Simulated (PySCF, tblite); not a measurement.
# AlH3: bond homolysis

Aim: compute the bond homolysis of AlH3 (`[AlH3]`).

Programs: tblite 0.8.0 and PySCF 2.14.0, with routines of our own; each step states its level. All values are computed. Atoms count from 0.

## 1. The system as given

4 atoms, charge 0, multiplicity 1; geometry from: start built from the parent or by distance geometry.

## 2. Geometry optimisation with GFN2-xTB

What the job is given:

```
{"job": {"kind": "relax", "xc": "GFN2-xTB", "basis": "xTB"}, "charge": 0, "multiplicity": 1}
Al    -0.000100    -0.004000     0.069700
H      1.550600    -0.140700    -0.049500
H     -0.888900    -1.331700    -0.020900
H     -0.641100     1.486000    -0.045000
```

Launch:

```
$ OMP_NUM_THREADS=1 python redox_run.py task.json out
```

The driver reads the jobs from task.json and runs them one after another.

What it wrote:

```text
step      E/eV     max force
  0     -70.34494    0.766
  1     -70.36303    0.638
  2     -70.40878    0.495
  3     -70.41232    0.314
  4     -70.41573    0.078
  5     -70.41614    0.097
  6     -70.41671    0.098
  7     -70.41730    0.071
  8     -70.41777    0.059
  9     -70.41796    0.042
 10     -70.41805    0.030
 11     -70.41812    0.022
 12     -70.41818    0.014
 13     -70.41820    0.009
```

Run time: 0.02 s. Hardware: 1 thread of Arm Neoverse V2, shared host.

The steps of the relaxation:

```csv
step,energy from step 0 (eV),largest force (eV/Å)
0,0.0000,0.7659
1,-0.0181,0.6381
2,-0.0638,0.4951
3,-0.0674,0.3140
4,-0.0708,0.0781
5,-0.0712,0.0972
6,-0.0718,0.0976
7,-0.0724,0.0714
8,-0.0728,0.0593
9,-0.0730,0.0421
10,-0.0731,0.0305
11,-0.0732,0.0223
12,-0.0732,0.0144
13,-0.0733,0.0091
```

Distances of close pairs at the start and the end, largest changes first:

```csv
bond,before (Å),after (Å),change (Å)
Al0–H3,1.626,1.553,-0.073
Al0–H2,1.600,1.553,-0.048
Al0–H1,1.561,1.553,-0.008
```

The end geometry stands in the next job.

## 3. Vibrational analysis with GFN2-xTB

What the job is given:

```
{"job": {"kind": "ir", "xc": "GFN2-xTB", "basis": "xTB"}, "charge": 0, "multiplicity": 1}
Al     0.004836     0.002182    -0.011008
H      1.551815    -0.138219    -0.024037
H     -0.889727    -1.266898     0.005813
H     -0.646456     1.412480    -0.016476
```

What it wrote:

```text
mode    cm-1     km/mol
  1     765.3    226.45
  2     765.9    226.39
  3     767.8    227.44
  4    1733.0      0.96
  5    1761.2    390.81
  6    1763.5    389.88
ZPE 45.199  H(298)-E 55.827  G(298)-E -5.872 kJ/mol  S 206.94 J/(mol K)
```

Run time: 0.05 s. Hardware: 1 thread of Arm Neoverse V2, shared host.

The strongest bands and the atoms that carry them (share of the mass-weighted mode):

```csv
cm⁻¹,km/mol,atoms
765,226.4,"H2 62 %, H3 24 %"
766,226.4,"H1 55 %, H3 39 %"
768,227.4,"H2 30 %, H3 30 %, H1 30 %, Al0 10 %"
1733,1.0,"H3 36 %, H1 35 %, H2 29 %"
1761,390.8,"H1 48 %, H3 47 %"
1764,389.9,"H2 67 %, H3 14 %, H1 13 %"
```

## 4. Geometry optimisation at PBE0-D3(BJ)/def2-SVP

What the job is given:

```
{"job": {"xc": "PBE0", "basis": "def2-SVP", "d3": "d3bj", "grid": 1, "kind": "geom"}, "charge": 0, "multiplicity": 1}
Al     0.004836     0.002182    -0.011008
H      1.551815    -0.138219    -0.024037
H     -0.889727    -1.266898     0.005813
H     -0.646456     1.412480    -0.016476
```

What it wrote:

```text
step   0  E = -243.99198487  max force = 0.010648
step   1  E = -243.99296840  max force = 0.003285
step   2  E = -243.99308707  max force = 0.000238
step   3  E = -243.99308801  max force = 0.000019
optimisation converged
```

It took 0.83 s on 1 thread of Arm Neoverse V2, shared host.

Relaxation path:

```csv
step,energy from step 0 (eV),largest force component (eV/Å)
0,0.0000,0.5475
1,-0.0268,0.1689
2,-0.0300,0.0122
3,-0.0300,0.0010
```

Close pairs (by a distance rule), those that changed most:

```csv
bond,before (Å),after (Å),change (Å)
Al0–H2,1.553,1.590,+0.038
Al0–H1,1.553,1.590,+0.037
Al0–H3,1.553,1.590,+0.037
```

The next job starts from the end point, and lists it.

```csv
at the end point,value
point group (found at 0.08 Å tolerance),D3h
"rotational constants (GHz, main isotopes)","132.2, 132.2, 66.095"
dipole moment (D),0.00
```

## 5. Harmonic vibrations (AlH₃): PBE0-D3(BJ)/def2-SVP

What the job is given:

```
{"job": {"xc": "PBE0", "basis": "def2-SVP", "d3": "d3bj", "grid": 2, "kind": "hessian"}, "charge": 0, "multiplicity": 1}
Al     0.005023     0.002228    -0.011489
H      1.588099    -0.148019    -0.025992
H     -0.916806    -1.293490     0.008773
H     -0.656045     1.448552    -0.017229
```

What it wrote:

```text
coarse grid: 3488 points
cycle   1  E = -243.9529567337  dE = -2.694e-01  |g| = 1.273e-01  |ddm| = 1.597e+00
cycle   2  E = -243.9585248827  dE = -5.568e-03  |g| = 3.901e-02  |ddm| = 2.248e-01
cycle   3  E = -243.9591570440  dE = -6.322e-04  |g| = 4.756e-03  |ddm| = 8.113e-02
cycle   4  E = -243.9591655550  dE = -8.511e-06  |g| = 4.192e-04  |ddm| = 8.418e-03
final grid: 28008 points
cycle   5  E = -243.9930867671  dE = -7.234e-07  |g| = 1.506e-04  |ddm| = 2.310e-03
cycle   6  E = -243.9930867761  dE = -8.971e-09  |g| = 4.778e-05  |ddm| = 4.239e-04
cycle   7  E = -243.9930867771  dE = -1.055e-09  |g| = 8.603e-06  |ddm| = 1.066e-04
cycle   8  E = -243.9930867771  dE = -2.524e-11  |g| = 4.463e-07  |ddm| = 1.695e-05
converged SCF energy = -243.9930867771

mode    cm-1
  1     707.6
  2     790.0
  3     790.1
  4    1933.2
  5    1941.3
  6    1941.4
ZPE 48.471  H(298)-E 59.107  G(298)-E -2.782 kJ/mol  S 207.58 J/(mol K)
```

It took 2.4 s on 1 thread of Arm Neoverse V2, shared host.

Zero-point energy 48.47 kJ/mol (xTB gave 45.20).

## 6. Single point (AlH3): PBE0-D3(BJ)/def2-TZVP

Geometry: PBE0-D3(BJ)/def2-SVP.

What the job is given:

```
{"job": {"kind": "sp", "xc": "PBE0", "basis": "def2-TZVP", "d3": "d3bj", "grid": 2}, "charge": 0, "multiplicity": 1}
Al     0.005023     0.002228    -0.011489
H      1.588099    -0.148019    -0.025992
H     -0.916806    -1.293490     0.008773
H     -0.656045     1.448552    -0.017229
```

What it wrote:

```text
coarse grid: 3488 points
cycle   1  E = -244.0739598690  dE = -2.702e-01  |g| = 1.444e-01  |ddm| = 1.326e+00
cycle   2  E = -244.0791605981  dE = -5.201e-03  |g| = 6.647e-02  |ddm| = 1.892e-01
cycle   3  E = -244.0798799607  dE = -7.194e-04  |g| = 1.035e-02  |ddm| = 6.121e-02
cycle   4  E = -244.0798902043  dE = -1.024e-05  |g| = 1.138e-03  |ddm| = 5.021e-03
cycle   5  E = -244.0798906665  dE = -4.622e-07  |g| = 1.261e-04  |ddm| = 1.761e-03
final grid: 28008 points
cycle   6  E = -244.0796561084  dE = -1.037e-06  |g| = 2.816e-04  |ddm| = 2.871e-03
cycle   7  E = -244.0796561211  dE = -1.265e-08  |g| = 9.740e-05  |ddm| = 4.358e-04
cycle   8  E = -244.0796561223  dE = -1.229e-09  |g| = 2.988e-06  |ddm| = 8.444e-05
converged SCF energy = -244.0796561223
```

Run time: 0.29 s. Hardware: 1 thread of Arm Neoverse V2, shared host.

## 7. Bond homolysis: PBE0-D3(BJ)/def2-TZVP

This step combines the energies above: geometries from PBE0-D3(BJ)/def2-SVP, zero-point and thermal terms from PBE0-D3(BJ)/def2-SVP.

What the job is given:

```
{"job": {"kind": "bd", "cap": 8, "geom": {"xc": "PBE0", "basis": "def2-SVP", "d3": "d3bj", "grid": 1}, "hess": 1, "level": {"xc": "PBE0", "basis": "def2-TZVP", "d3": "d3bj"}}, "charge": 0, "multiplicity": 1}
Al     0.005023     0.002228    -0.011489
H      1.588099    -0.148019    -0.025992
H     -0.916806    -1.293490     0.008773
H     -0.656045     1.448552    -0.017229
```

Output (the driver's rows laid out field by field):

```text
homolysis bond by bond, PBE0-D3(BJ)/def2-TZVP // PBE0-D3(BJ)/def2-SVP

row 1
  atoms                   0 1
  elements                Al H
  length                  1.5903
  fragments               formula AlH2, charge 0, multiplicity 2, smiles [AlH2], kept yes, pieces 1, point_group C2v, largest_spin Al 0.872; formula H, charge 0, multiplicity 2, smiles [H], kept yes, pieces 1
  electronic              348.53
  zero_kelvin             326.78
  enthalpy                332.5
  free_energy             296.46
```

Run time: 7.6 s. Hardware: 1 thread of Arm Neoverse V2, shared host.

Some single points behind these values are not shown above.

Dissociation energies (kJ/mol, gas phase, 298 K for the thermal columns):

```csv
bond,fragments,electronic,enthalpy,free energy
Al0–H1,[AlH2] + [H],348.5,332.5,296.5
```

## 8. Single point (AlH₃): PBE0/jun-cc-pV(T+d)Z

Geometry: PBE0-D3(BJ)/def2-SVP.

What the job is given:

```
{"job": {"kind": "sp", "xc": "PBE0", "basis": "jun-cc-pV(T+d)Z", "grid": 3}, "charge": 0, "multiplicity": 1}
Al     0.005023     0.002228    -0.011489
H      1.588099    -0.148019    -0.025992
H     -0.916806    -1.293490     0.008773
H     -0.656045     1.448552    -0.017229
```

What it wrote:

```text
coarse grid: 3488 points
cycle   1  E = -244.0714761983  dE = -2.672e-01  |g| = 1.441e-01  |ddm| = 1.113e+00
cycle   2  E = -244.0767617700  dE = -5.286e-03  |g| = 5.806e-02  |ddm| = 1.793e-01
cycle   3  E = -244.0774689422  dE = -7.072e-04  |g| = 9.678e-03  |ddm| = 4.933e-02
cycle   4  E = -244.0774819273  dE = -1.299e-05  |g| = 9.781e-04  |ddm| = 6.716e-03
cycle   5  E = -244.0774822640  dE = -3.366e-07  |g| = 8.738e-05  |ddm| = 1.405e-03
final grid: 48608 points
cycle   6  E = -244.0820691489  dE = -1.856e-06  |g| = 4.555e-04  |ddm| = 7.155e-03
cycle   7  E = -244.0820691743  dE = -2.539e-08  |g| = 1.540e-04  |ddm| = 5.311e-04
cycle   8  E = -244.0820691766  dE = -2.315e-09  |g| = 9.649e-06  |ddm| = 1.332e-04
converged SCF energy = -244.0820691766
```

Run time: 0.58 s. Hardware: 1 thread of Arm Neoverse V2, shared host.

## 9. Single point (H radical): PBE0/jun-cc-pV(T+d)Z

Geometry: atom.

What the job is given:

```
{"job": {"kind": "sp", "xc": "PBE0", "basis": "jun-cc-pV(T+d)Z", "grid": 3}, "charge": 0, "multiplicity": 2}
H      0.000000     0.000000     0.000000
```

What it wrote:

```text
coarse grid: 624 points
cycle   1  E = -0.4965956010  dE = -7.816e-02  |g| = 5.444e-02  |ddm| = 3.780e-01
cycle   2  E = -0.5010601553  dE = -4.465e-03  |g| = 3.014e-03  |ddm| = 1.414e-01
cycle   3  E = -0.5010762330  dE = -1.608e-05  |g| = 1.342e-04  |ddm| = 9.831e-03
cycle   4  E = -0.5010762419  dE = -8.869e-09  |g| = 3.289e-06  |ddm| = 2.014e-04
final grid: 9808 points
cycle   5  E = -0.5010639860  dE = -8.704e-08  |g| = 4.586e-05  |ddm| = 7.586e-04
cycle   6  E = -0.5010639873  dE = -1.257e-09  |g| = 6.447e-06  |ddm| = 8.255e-05
converged SCF energy = -0.5010639873
```

It took 0.05 s on 1 thread of Arm Neoverse V2, shared host.

## 10. Bond homolysis: PBE0/jun-cc-pV(T+d)Z

This step combines the energies above: geometries from PBE0-D3(BJ)/def2-SVP, zero-point and thermal terms from PBE0-D3(BJ)/def2-SVP.

What the job is given:

```
{"job": {"kind": "bd", "cap": 8, "geom": {"xc": "PBE0", "basis": "def2-SVP", "d3": "d3bj", "grid": 1}, "hess": 1, "level": {"xc": "PBE0", "basis": "jun-cc-pV(T+d)Z", "grid": 3}}, "charge": 0, "multiplicity": 1}
Al     0.005023     0.002228    -0.011489
H      1.588099    -0.148019    -0.025992
H     -0.916806    -1.293490     0.008773
H     -0.656045     1.448552    -0.017229
```

Output (the driver's rows laid out field by field):

```text
homolysis bond by bond, PBE0/jun-cc-pV(T+d)Z // PBE0-D3(BJ)/def2-SVP

row 1
  atoms                   0 1
  elements                Al H
  length                  1.5903
  fragments               formula AlH2, charge 0, multiplicity 2, smiles [AlH2], kept yes, pieces 1, point_group C2v, largest_spin Al 0.871; formula H, charge 0, multiplicity 2, smiles [H], kept yes, pieces 1
  electronic              347.75
  zero_kelvin             326.0
  enthalpy                331.72
  free_energy             295.67
```

It took 1.5 s on 1 thread of Arm Neoverse V2, shared host.

Some single points behind these values are not shown above.

Dissociation energies (kJ/mol, gas phase, 298 K for the thermal columns):

```csv
bond,fragments,electronic,enthalpy,free energy
Al0–H1,[AlH2] + [H],347.8,331.7,295.7
```

## 11. Outcome

```
                                          quantity                      value
         strongest single infrared mode (GFN2-xTB)      1761 cm⁻¹, 391 km/mol
                      zero-point energy (GFN2-xTB)              10.8 kcal/mol
                                       point group                        D3h
              rotational constants (main isotopes)  132.22, 132.16, 66.10 GHz
bond enthalpy (ΔH), Al0–H1 (PBE0-D3(BJ)/def2-TZVP)               332.5 kJ/mol
 bond enthalpy (ΔH), Al0–H1 (PBE0/jun-cc-pV(T+d)Z)               331.7 kJ/mol
```

In words: No mode is imaginary among the 6: a minimum at this level. Unscaled tight-binding wavenumbers are off by several per cent, some by more. Its intensities can rank the bands wrongly. Relaxing lowered the energy by 0.030 eV in 3 steps; the close pair that moved most is Al0–H2, from 1.553 to 1.590 Å (PBE0/def2-SVP). The bond enthalpy (ΔH) at Al0–H1 is 332.5 kJ/mol at PBE0-D3(BJ)/def2-TZVP; zero-point and thermal terms move it by -16.0 kJ/mol from the electronic value.
